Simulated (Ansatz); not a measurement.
**SiHBr (triplet): wave-function methods side by side at distance Br1–H2 along a hydrogen transfer = 1.960 Å, cc-pVDZ**

How much of the correlation energy of SiHBr (triplet) does each wave-function method recover here?

Computed with Ansatz 0.2.0, Gaussian basis. Level: cc-pVDZ, core rule «outside noble gas», up to 19 orbitals frozen.

The runs, in order: UHF; CCSD(T) on ROHF; CCSD(T) on UHF; BCCD(T) on ROHF; CISD; CCSDT(Q) on ROHF; CCSDT(Q) on UHF; CCSDTQ on ROHF; CASSCF and MRCISD+Q, 4 electrons in 4 orbitals; CASSCF and NEVPT2, 4 electrons in 4 orbitals; CASSCF and MRCISD+Q, 12 electrons in 9 orbitals; CASSCF and NEVPT2, 12 electrons in 9 orbitals.

## 1. The system

The geometry derives from fragments relaxed apart (PBE0/def2-TZVP) and kept rigid, so it is no stationary point. A hydrogen atom is moved between rigid fragments. No spin-orbit coupling is included. The filled d shell of Br may be among the frozen orbitals whatever the setting's name suggests; the logs give the count.

3 atoms, charge 0, spin multiplicity 3.

Atoms are counted from 1 here; the program's logs count them from 0.

Bond lengths: H2–Si3 1.656 Å.

## 2. UHF

in.yaml reads:

```yaml
crystal:
  periodic: [false, false, false]
  atoms:
    - {symbol: Br, position_ang: [0.000000, 0.000000, -1.858667]}
    - {symbol: H, position_ang: [0.000000, 0.000000, 0.101333]}
    - {symbol: Si, position_ang: [0.000000, 0.000000, 1.757333]}
basis:
  gaussian: {orbitals: cc-pVDZ}
magnetization: {spin_polarized: true, initial_magnetization: 2}
hamiltonian: {xc: hf}
output: {orbitals: {seedname: orbitals}}
```

Started as:

```console
$ ansatz run in.yaml --threads 1 --pin off --events-out ev --progress --plain --max-ram 2816MiB --backend cpu
```

The runs that follow: CCSD(T) on ROHF; CCSD(T) on UHF; BCCD(T) on ROHF; CISD; CCSDT(Q) on ROHF; CCSDT(Q) on UHF; CCSDTQ on ROHF; CASSCF and MRCISD+Q, 4 electrons in 4 orbitals; CASSCF and NEVPT2, 4 electrons in 4 orbitals; CASSCF and MRCISD+Q, 12 electrons in 9 orbitals; CASSCF and NEVPT2, 12 electrons in 9 orbitals.

Before running them: what should the planned runs give, taken together? Wanted: RCCSDTQ below the RHF energy; RMP2 from RCCSDTQ; UMP2 from RCCSDTQ; RCCSD from RCCSDTQ; RCCSD(T) from RCCSDTQ; UCCSD(T) from RCCSDTQ; RCCSDT(Q) from RCCSDTQ; UCCSDT(Q) from RCCSDTQ; MRCISD+Q pair from RCCSDTQ.

As calculated:

```
                         quantity                                                                                               value
     RCCSDTQ below the RHF energy                                                                                          -6.0872 eV
                RMP2 from RCCSDTQ                                                                                         +1116.3 meV
                UMP2 from RCCSDTQ                                                                                         +1137.2 meV
               RCCSD from RCCSDTQ                                                                                          +158.7 meV
            RCCSD(T) from RCCSDTQ                                                                                           +37.3 meV
            UCCSD(T) from RCCSDTQ                                                                                           +37.3 meV
           RCCSDT(Q) from RCCSDTQ                                                                                            +0.8 meV
           UCCSDT(Q) from RCCSDTQ                                                                                            -0.1 meV
       MRCISD+Q pair from RCCSDTQ                                                                                           +18.1 meV
      NEVPT2 valence from RCCSDTQ                                                                                         +1217.4 meV
    MRCISD+Q valence from RCCSDTQ                                                                                           +25.8 meV
levels within 1 kcal/mol (43 meV)  RCCSD(T), UCCSD(T), BCCD(T), RCCSDT, UCCSDT, RCCSDT(Q), UCCSDT(Q), MRCISD+Q pair, MRCISD+Q valence
                    T1 diagnostic                                                                                               0.028
   effectively unpaired electrons                                                                                                2.04
```

In words: RCCSD(T) lands +37.3 meV from the yardstick (0.6 % of the correlation energy). One determinant dominates. Of the multireference levels listed MRCISD+Q pair comes nearest in total energy (+18.1 meV), which doesn't show that its space is the better one. These misses are within one basis, not against nature; the frozen cores of restricted and unrestricted runs differ, which can shift their rows.
